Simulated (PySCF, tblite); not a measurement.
**C6H14Si: dynamics, then NMR shifts on frames**

How do NMR shifts of C6H14Si (`CC[C@H]1CCC[SiH2]1`) change as the atoms move?

Computed with tblite 0.8.0 and PySCF 2.14.0, with density-fitted response routines of our own, on a single molecule in the gas phase. Atoms count from 0, in the outputs and in this text.

### Step 1. Starting geometry

21 atoms, charge 0, multiplicity 1; geometry from: GFN2-xTB.

Bonds of the start (Å): C0–C1 1.52, C1–C2 1.53, C2–C3 1.53, C3–C4 1.53, C4–C5 1.53, C5–Si6 1.91, Si6–C2 1.91, C0–H7 1.09, C0–H8 1.09, C0–H9 1.09, C1–H10 1.09, C1–H11 1.09, C2–H12 1.10, C3–H13 1.09, C3–H14 1.09, C4–H15 1.09, C4–H16 1.09, C5–H17 1.09, C5–H18 1.09, Si6–H19 1.47, Si6–H20 1.47.

### Step 2. Thermal motion with GFN2-xTB

The job: settings as JSON, then the geometry in Å.

```
{"job": {"kind": "md", "xc": "GFN2-xTB", "basis": "xTB", "temperature": 600, "steps": 2000, "every": 50, "frames": 5}, "charge": 0, "multiplicity": 1}
C      2.686950     0.632990    -0.315767
C      1.720069    -0.192711     0.521412
C      0.349727    -0.313003    -0.137443
C     -0.587246    -1.240598     0.646251
C     -2.011934    -1.013332     0.150634
C     -2.297783     0.489630     0.206929
Si    -0.652039     1.308636    -0.294940
H      2.832206     0.176320    -1.292449
H      2.295781     1.637266    -0.464467
H      3.654877     0.706902     0.175147
H      1.609517     0.268540     1.505870
H      2.140305    -1.191912     0.674202
H      0.495344    -0.745940    -1.133381
H     -0.294226    -2.287684     0.536342
H     -0.533789    -0.989359     1.708906
H     -2.088375    -1.359984    -0.882808
H     -2.730383    -1.581006     0.746322
H     -3.143392     0.751055    -0.425864
H     -2.569767     0.771438     1.224712
H     -0.650077     1.850353    -1.657000
H     -0.234685     2.339343     0.661624
```

Level: GFN2-xTB Langevin dynamics, gas phase.

Command:

```
$ OMP_NUM_THREADS=1 python probes_run.py task.json out
```

The driver reads the jobs from task.json and runs them one after another.

Log:

```text
t/fs     T/K      E/eV
    0.0   471.9   -590.91777
   25.0   274.8   -590.13916
   50.0   403.2   -590.02191
   75.0   282.4   -589.86988
  100.0   382.5   -589.96021
  125.0   362.0   -589.54907
  150.0   387.4   -589.32925
  175.0   488.5   -589.49256
  200.0   650.5   -589.79181
  225.0   456.7   -589.30548
  250.0   382.4   -589.39654
  275.0   427.4   -589.60105
  300.0   515.9   -589.66650
  325.0   581.6   -589.65957
  350.0   540.5   -589.78446
  375.0   537.3   -589.59179
  400.0   726.3   -589.77113
  425.0   604.5   -589.51179
  450.0   663.2   -589.65129
  475.0   554.0   -589.67858
  500.0   645.9   -589.61865
  525.0   463.9   -589.25945
  550.0   507.4   -589.58865
  575.0   511.3   -589.40462
  600.0   460.0   -589.34916
  625.0   484.8   -589.64887
  650.0   550.9   -589.51802
  675.0   654.7   -589.54937
  700.0   541.5   -589.42848
  725.0   703.1   -589.43617
  750.0   471.1   -589.10512
  775.0   693.0   -589.87166
  800.0   494.8   -589.48642
  825.0   644.4   -589.66649
  850.0   648.0   -589.36636
  875.0   800.3   -589.74368
  900.0   636.8   -589.33739
  925.0   748.3   -589.16841
  950.0   422.7   -589.14357
  975.0   629.4   -589.74162
 1000.0   569.4   -589.29792
```

Wall time 16 s (1 thread of Arm Neoverse V1, shared host); peak memory 0.18 GiB.

Distance from the start (root mean square after alignment): 0 fs 0.00 Å, 200 fs 0.20 Å, 400 fs 0.36 Å, 600 fs 0.38 Å, 800 fs 0.34 Å, 1000 fs 0.29 Å.

Positions (Å) and forces (eV/Å) at 1000 fs:

```xyz
21

C     0.536    2.089   -2.499    1.045   -3.332    0.283
C     0.598    1.648   -1.007   -1.712   -0.278    0.449
C    -0.919    1.544   -0.433    3.118    1.483   -1.691
C    -0.850    0.960    0.945   -1.041    0.681    1.224
C    -2.328    0.767    1.152   -1.412    1.496    3.558
C    -2.939    2.230    1.093   -0.849   -0.524   -0.656
Si   -2.127    3.074   -0.461    1.077   -0.084    1.207
H    -0.213    1.403   -3.099    1.774    1.320    0.949
H     0.208    3.078   -2.504   -0.485    1.328   -0.289
H     1.625    2.017   -2.835   -1.678    0.049   -0.283
H     1.181    2.426   -0.493   -0.286   -0.354    0.133
H     1.047    0.622   -0.727   -0.342    1.533   -1.100
H    -1.342    0.805   -1.114   -0.211   -0.220    0.133
H    -0.221    0.055    0.888   -0.395    0.361    0.716
H    -0.638    1.680    1.843    0.779   -1.156   -1.897
H    -2.802    0.130    0.470   -0.546   -0.907   -0.803
H    -2.593    0.484    2.242    0.418   -0.367   -1.521
H    -4.056    2.269    1.236    0.831   -0.420   -0.771
H    -2.642    2.710    1.998    0.687    0.588    0.558
H    -2.877    3.221   -1.695   -0.207   -0.089   -0.108
H    -1.421    4.446   -0.194   -0.564   -1.107   -0.091
```

### Step 3. NMR shieldings: 250 fs, PBE0/pcSseg-1

The job: settings as JSON, then the geometry in Å.

```
{"job": {"kind": "nmr", "xc": "PBE0", "basis": "pcSseg-1", "pop": false}, "charge": 0, "multiplicity": 1}
C      2.510500     0.294300    -0.099700
C      1.300800    -0.204000     0.643000
C      0.022100    -0.317300    -0.052600
C     -1.107500    -1.115000     0.678500
C     -2.483500    -0.807500     0.202800
C     -2.586700     0.731500     0.190000
Si    -0.816600     1.331800    -0.499800
H      2.865300    -0.149200    -1.032900
H      2.138100     1.250400    -0.542700
H      3.306500     0.432900     0.655600
H      1.254000     0.582200     1.521300
H      1.600800    -1.173500     1.180000
H      0.122000    -0.850500    -0.985100
H     -1.064300    -2.181300     0.457700
H     -0.756500    -0.984300     1.723000
H     -2.798200    -1.243800    -0.738800
H     -3.058200    -1.330000     0.977300
H     -3.431900     0.938500    -0.478200
H     -2.526100     1.248000     1.132200
H     -0.863900     1.813400    -1.945200
H     -0.357900     2.415800     0.299000
```

With the program's defaults for keys left out, this is: GIAO PBE0/pcSseg-1 NMR shielding, non-relativistic, gas phase.

Log:

```text
coarse grid: 16824 points
cycle   1  E = -525.9506660650  dE =  5.940e-01  |g| = 4.681e-01  |ddm| = 3.937e+00
cycle   2  E = -525.9169171610  dE =  3.375e-02  |g| = 5.912e-01  |ddm| = 1.025e+00
cycle   3  E = -526.0114855323  dE = -9.457e-02  |g| = 4.399e-02  |ddm| = 6.330e-01
cycle   4  E = -526.0118607360  dE = -3.752e-04  |g| = 2.306e-02  |ddm| = 6.937e-02
cycle   5  E = -526.0119876194  dE = -1.269e-04  |g| = 4.588e-03  |ddm| = 2.345e-02
cycle   6  E = -526.0119926391  dE = -5.020e-06  |g| = 7.387e-04  |ddm| = 4.529e-03
final grid: 154384 points
cycle   7  E = -526.0537168282  dE = -3.880e-05  |g| = 8.330e-03  |ddm| = 3.171e-02
cycle   8  E = -526.0537053234  dE =  1.150e-05  |g| = 1.063e-02  |ddm| = 1.800e-02
cycle   9  E = -526.0537353042  dE = -2.998e-05  |g| = 5.970e-04  |ddm| = 1.039e-02
cycle  10  E = -526.0537353795  dE = -7.537e-08  |g| = 2.232e-04  |ddm| = 7.880e-04
cycle  11  E = -526.0537353914  dE = -1.187e-08  |g| = 3.563e-05  |ddm| = 1.982e-04
cycle  12  E = -526.0537353917  dE = -2.735e-10  |g| = 9.635e-06  |ddm| = 4.849e-05
converged SCF energy = -526.0537353917

GIAO shielding tensors (ppm)
atom      isotropic    diamagn.    paramagn.     s11        s22        s33       span
  0 C      164.213     248.531     -84.318    147.856    154.309    190.473     42.617
  1 C      147.046     244.858     -97.812    136.590    143.378    161.171     24.581
  2 C      162.165     252.406     -90.241    129.890    164.133    192.472     62.582
  3 C      142.678     249.083    -106.405     97.597    156.971    173.466     75.868
  4 C      157.394     250.964     -93.570    138.558    153.966    179.657     41.099
  5 C      170.725     254.096     -83.371    139.621    164.560    207.993     68.372
  6 Si     364.309     881.032    -516.722    317.446    349.509    425.973    108.527
  7 H       30.136      29.592       0.544     26.770     27.442     36.195      9.425
  8 H       29.938      30.211      -0.273     25.263     30.584     33.967      8.704
  9 H       29.500      27.912       1.588     24.225     26.958     37.318     13.093
 10 H       28.319      30.586      -2.266     23.672     28.402     32.884      9.212
 11 H       28.467      29.945      -1.478     22.684     28.526     34.192     11.508
 12 H       30.871      34.428      -3.557     26.460     29.850     36.303      9.843
 13 H       29.099      32.609      -3.511     23.204     28.656     35.436     12.232
 14 H       29.560      32.161      -2.601     23.949     29.795     34.934     10.985
 15 H       30.345      31.997      -1.651     25.804     27.925     37.307     11.503
 16 H       29.136      28.740       0.396     24.142     26.965     36.301     12.159
 17 H       29.955      28.970       0.984     24.131     27.548     38.185     14.054
 18 H       30.512      30.479       0.033     25.222     28.850     37.464     12.242
 19 H       26.674      29.099      -2.426     23.166     24.551     32.304      9.138
 20 H       28.351      31.267      -2.916     24.764     26.741     33.549      8.786
```

It took 32 s on 1 thread of Arm Neoverse V1, shared host; peak memory 0.87 GiB.

Shifts follow as δ = σ(reference) − σ, with reference shieldings (ppm) from runs at the same level and on the same kind of geometry: 1H TMS 31.72, 13C TMS 186.9, 29Si TMS 349.2. The references are single molecules in the gas phase. Each atom is listed at this fixed geometry, with no averaging over motion; a spectrum would average atoms that exchange fast.

```tsv
atoms	environment	σ (ppm)	δ (ppm)
C3	sp3 CH2 in a ring	142.7	44.2
C1	sp3 CH2	147.0	39.9
C4	sp3 CH2 in a ring	157.4	29.5
C2	sp3 CH bonded to Si	162.2	24.8
C0	methyl carbon	164.2	22.7
C5	sp3 CH2 bonded to Si	170.7	16.2
H19	hydrogen on a silicon bonded to 2 C, in a 5-membered ring	26.67	5.04
H10	hydrogen on an sp3 CH2	28.32	3.40
H20	hydrogen on a silicon bonded to 2 C, in a 5-membered ring	28.35	3.37
H11	hydrogen on an sp3 CH2	28.47	3.25
H13	hydrogen on an sp3 CH2 in a ring	29.10	2.62
H16	hydrogen on an sp3 CH2 in a ring	29.14	2.58
H9	hydrogen on a methyl carbon	29.50	2.22
H14	hydrogen on an sp3 CH2 in a ring	29.56	2.16
H8	hydrogen on a methyl carbon	29.94	1.78
H17	hydrogen on an sp3 CH2 bonded to Si	29.95	1.76
H7	hydrogen on a methyl carbon	30.14	1.58
H15	hydrogen on an sp3 CH2 in a ring	30.35	1.37
H18	hydrogen on an sp3 CH2 bonded to Si	30.51	1.20
H12	hydrogen on an sp3 CH bonded to Si	30.87	0.85
Si6	silicon bonded to 2 C, 2 H, in a 5-membered ring	364.3	-15.2
```

Ring of atoms C2, C3, C4, C5, Si6: NICS(0) -4.2, NICS(1) -3.7, NICS(1)zz -2.4 ppm (means of both faces).

### Step 4. Shielding tensors: 425 fs, PBE0/pcSseg-1

The job: settings as JSON, then the geometry in Å.

```
{"job": {"kind": "nmr", "xc": "PBE0", "basis": "pcSseg-1", "pop": false}, "charge": 0, "multiplicity": 1}
C      1.558500     0.570500    -0.829100
C      0.637700     0.373800     0.400500
C     -0.694400    -0.026600     0.102500
C     -1.540400    -0.330900     1.290800
C     -3.019900    -0.361500     0.888800
C     -3.400800     0.741800    -0.102300
Si    -1.697900     1.448800    -0.735400
H      1.730000    -0.486300    -1.192700
H      1.329600     1.359100    -1.634100
H      2.562000     0.813800    -0.370800
H      0.721400     1.362900     0.978900
H      1.100900    -0.346400     1.059300
H     -0.640000    -0.959300    -0.560900
H     -1.313900    -1.307400     1.845500
H     -1.285800     0.517400     1.856700
H     -3.000100    -1.342600     0.304700
H     -3.739300    -0.271400     1.712700
H     -3.891700     0.369700    -1.061800
H     -4.122100     1.391500     0.365100
H     -1.833700     1.647500    -2.253900
H     -1.306300     2.699700    -0.141500
```

Level: GIAO PBE0/pcSseg-1 NMR shielding, non-relativistic, gas phase.

Log:

```text
coarse grid: 16824 points
cycle   1  E = -525.9540925715  dE =  5.381e-01  |g| = 4.709e-01  |ddm| = 3.914e+00
cycle   2  E = -525.9154646999  dE =  3.863e-02  |g| = 6.079e-01  |ddm| = 1.041e+00
cycle   3  E = -526.0157653494  dE = -1.003e-01  |g| = 4.736e-02  |ddm| = 6.545e-01
cycle   4  E = -526.0161922161  dE = -4.269e-04  |g| = 2.507e-02  |ddm| = 7.556e-02
cycle   5  E = -526.0163428001  dE = -1.506e-04  |g| = 4.921e-03  |ddm| = 2.471e-02
cycle   6  E = -526.0163482361  dE = -5.436e-06  |g| = 1.280e-03  |ddm| = 5.241e-03
final grid: 154384 points
cycle   7  E = -526.0584945452  dE = -3.584e-05  |g| = 8.141e-03  |ddm| = 3.182e-02
cycle   8  E = -526.0584831609  dE =  1.138e-05  |g| = 1.048e-02  |ddm| = 1.779e-02
cycle   9  E = -526.0585123503  dE = -2.919e-05  |g| = 6.159e-04  |ddm| = 1.017e-02
cycle  10  E = -526.0585124320  dE = -8.174e-08  |g| = 2.329e-04  |ddm| = 8.838e-04
cycle  11  E = -526.0585124448  dE = -1.274e-08  |g| = 4.516e-05  |ddm| = 2.063e-04
cycle  12  E = -526.0585124452  dE = -4.347e-10  |g| = 1.636e-05  |ddm| = 5.588e-05
converged SCF energy = -526.0585124452

GIAO shielding tensors (ppm)
atom      isotropic    diamagn.    paramagn.     s11        s22        s33       span
  0 C      157.411     247.252     -89.840    142.247    152.644    177.343     35.097
  1 C      150.710     247.816     -97.106    135.219    149.265    167.646     32.427
  2 C      146.306     251.177    -104.871    123.884    146.924    168.111     44.228
  3 C      144.582     247.697    -103.116    113.820    152.903    167.022     53.202
  4 C      151.788     248.712     -96.925    122.084    157.424    175.855     53.771
  5 C      173.612     255.031     -81.419    151.358    169.600    199.879     48.521
  6 Si     355.579     880.038    -524.460    296.341    341.448    428.946    132.605
  7 H       29.115      29.640      -0.525     24.889     27.277     35.178     10.290
  8 H       28.940      28.397       0.543     25.111     28.011     33.699      8.588
  9 H       29.119      28.541       0.578     24.476     26.787     36.095     11.619
 10 H       28.817      31.472      -2.655     24.788     28.424     33.239      8.451
 11 H       29.933      33.245      -3.312     24.309     29.545     35.945     11.636
 12 H       29.298      32.393      -3.095     25.261     28.925     33.708      8.447
 13 H       28.616      29.980      -1.363     23.572     26.980     35.297     11.725
 14 H       31.062      32.866      -1.804     26.930     30.924     35.332      8.402
 15 H       28.437      28.697      -0.260     22.871     27.887     34.553     11.682
 16 H       28.767      28.962      -0.195     22.299     28.109     35.894     13.595
 17 H       29.482      28.407       1.075     24.951     26.802     36.693     11.742
 18 H       30.669      29.826       0.842     25.596     28.173     38.236     12.640
 19 H       26.200      28.774      -2.574     22.554     24.729     31.317      8.763
 20 H       28.008      30.615      -2.607     24.620     26.520     32.886      8.266
```

Wall time 29 s (1 thread of Arm Neoverse V1, shared host); peak memory 0.92 GiB.

In short: δ C3 42.3, C2 40.6, C1 36.2, C4 35.1, H19 5.52, H20 3.71 ppm.

### Step 5. Nuclear shieldings: 625 fs, PBE0/pcSseg-1

The job: settings as JSON, then the geometry in Å.

```
{"job": {"kind": "nmr", "xc": "PBE0", "basis": "pcSseg-1", "pop": false}, "charge": 0, "multiplicity": 1}
C      1.720600     0.214700    -0.661500
C      0.594600     0.728100     0.215400
C     -0.837000     0.321500     0.089800
C     -1.366700     0.301800     1.509600
C     -3.008800     0.265100     1.507400
C     -3.525000     1.292300     0.504700
Si    -2.113200     1.420600    -0.779400
H      2.093900    -0.720200    -0.267000
H      1.576100     0.334400    -1.692100
H      2.661100     0.938600    -0.473900
H      0.535900     1.835000     0.325400
H      0.956000     0.460700     1.272700
H     -0.857700    -0.683500    -0.355700
H     -0.855800    -0.499100     2.092400
H     -1.031700     1.264500     1.898200
H     -3.275500    -0.701700     1.063100
H     -3.312300     0.441000     2.565900
H     -4.540100     1.077100     0.085300
H     -3.555300     2.287400     0.983800
H     -2.228600     1.072100    -2.193100
H     -1.680700     2.782400    -0.751000
```

With the program's defaults for keys left out, this is: GIAO PBE0/pcSseg-1 NMR shielding, non-relativistic, gas phase.

Log:

```text
coarse grid: 16824 points
cycle   1  E = -525.9652881302  dE =  4.931e-01  |g| = 4.463e-01  |ddm| = 3.904e+00
cycle   2  E = -525.9398825628  dE =  2.541e-02  |g| = 5.485e-01  |ddm| = 9.594e-01
cycle   3  E = -526.0208275311  dE = -8.094e-02  |g| = 3.998e-02  |ddm| = 5.774e-01
cycle   4  E = -526.0211319716  dE = -3.044e-04  |g| = 2.065e-02  |ddm| = 6.280e-02
cycle   5  E = -526.0212314241  dE = -9.945e-05  |g| = 5.278e-03  |ddm| = 2.249e-02
cycle   6  E = -526.0212381218  dE = -6.698e-06  |g| = 9.874e-04  |ddm| = 5.372e-03
final grid: 154384 points
cycle   7  E = -526.0639492758  dE = -3.677e-05  |g| = 8.427e-03  |ddm| = 3.336e-02
cycle   8  E = -526.0639386139  dE =  1.066e-05  |g| = 1.056e-02  |ddm| = 1.762e-02
cycle   9  E = -526.0639683133  dE = -2.970e-05  |g| = 5.142e-04  |ddm| = 1.005e-02
cycle  10  E = -526.0639683672  dE = -5.397e-08  |g| = 2.035e-04  |ddm| = 7.535e-04
cycle  11  E = -526.0639683769  dE = -9.691e-09  |g| = 4.007e-05  |ddm| = 1.823e-04
cycle  12  E = -526.0639683773  dE = -3.690e-10  |g| = 1.000e-05  |ddm| = 4.904e-05
converged SCF energy = -526.0639683773

GIAO shielding tensors (ppm)
atom      isotropic    diamagn.    paramagn.     s11        s22        s33       span
  0 C      168.373     243.401     -75.028    150.070    166.944    188.104     38.035
  1 C      150.102     246.912     -96.810    122.863    151.943    175.499     52.636
  2 C      164.412     249.969     -85.557    151.791    159.517    181.929     30.138
  3 C      131.485     251.761    -120.275     82.103    140.750    171.603     89.500
  4 C      149.228     250.435    -101.208    121.260    151.537    174.886     53.626
  5 C      174.180     256.644     -82.464    154.684    172.795    195.063     40.379
  6 Si     369.496     881.809    -512.313    293.213    367.274    448.000    154.787
  7 H       29.987      29.949       0.038     25.273     28.210     36.479     11.206
  8 H       31.166      30.561       0.604     26.437     29.575     37.485     11.048
  9 H       28.212      26.224       1.987     23.730     25.834     35.071     11.341
 10 H       29.381      32.590      -3.209     23.640     30.302     34.201     10.561
 11 H       29.144      32.828      -3.684     22.254     32.095     33.083     10.829
 12 H       30.897      33.690      -2.793     26.810     29.721     36.160      9.349
 13 H       29.143      32.436      -3.293     24.446     28.154     34.829     10.383
 14 H       30.417      34.364      -3.947     26.278     31.582     33.392      7.114
 15 H       29.646      30.912      -1.266     24.795     28.409     35.735     10.940
 16 H       28.703      28.554       0.149     23.212     26.888     36.007     12.795
 17 H       29.812      27.193       2.619     25.100     26.651     37.686     12.586
 18 H       30.134      29.604       0.530     25.932     27.248     37.223     11.291
 19 H       27.268      29.786      -2.518     23.466     25.307     33.030      9.564
 20 H       28.359      31.837      -3.478     24.626     26.867     33.584      8.957
```

Wall time 34 s (1 thread of Arm Neoverse V1, shared host); peak memory 0.91 GiB.

In short: δ C3 55.4, C4 37.7, C1 36.8, C2 22.5, H19 4.45, H9 3.51 ppm.

[end of part 1 of 2]
